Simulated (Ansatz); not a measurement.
# In3As: equation of state with r2SCAN

In3As:

```
In As
1.0
     4.67168    0.00000    0.00000
     0.00000    4.67168    0.00000
     0.00000    0.00000    4.67168
In As
3 1
Direct
  0.50000 0.50000 0.00000
  0.50000 0.00000 0.50000
  0.00000 0.50000 0.50000
  0.00000 0.00000 0.00000
```

The cell comes from a database or a generator and needn't be the stable form of this composition.

```yaml
Program: Ansatz 0.2.0
Task: equation of state
Functional: r2SCAN
Potentials_or_basis: Ansatz PAW
Cutoff: 500 eV
Density_cutoff: 2000 eV
k_mesh: 6 × 6 × 6
Occupations: fermi-dirac, width 0.05 eV
Spin: no spin polarisation
```

```yaml
Equilibrium_volume: 24.96 Å³/atom
Bulk_modulus: 45 GPa
Pressure_derivative_of_the_bulk_modulus: 5.0
```

Energy against volume, from the lowest point:
| volume (Å³/atom) | energy (meV/atom) |
| --- | --- |
| 23.960 | 6.06 |
| 24.470 | 1.39 |
| 24.980 | 0.00 |
| 25.489 | 1.51 |
| 25.999 | 5.58 |
| 26.509 | 11.93 |
| 27.019 | 20.31 |

All runs of the series together: 75 s on 2 threads of Intel(R) Xeon(R) Processor @ 2.50GHz (Skylake/Cascade Lake) (shared host).

Caveat: the PAW data sets were made with another functional, which shifts forces and pressure a little.
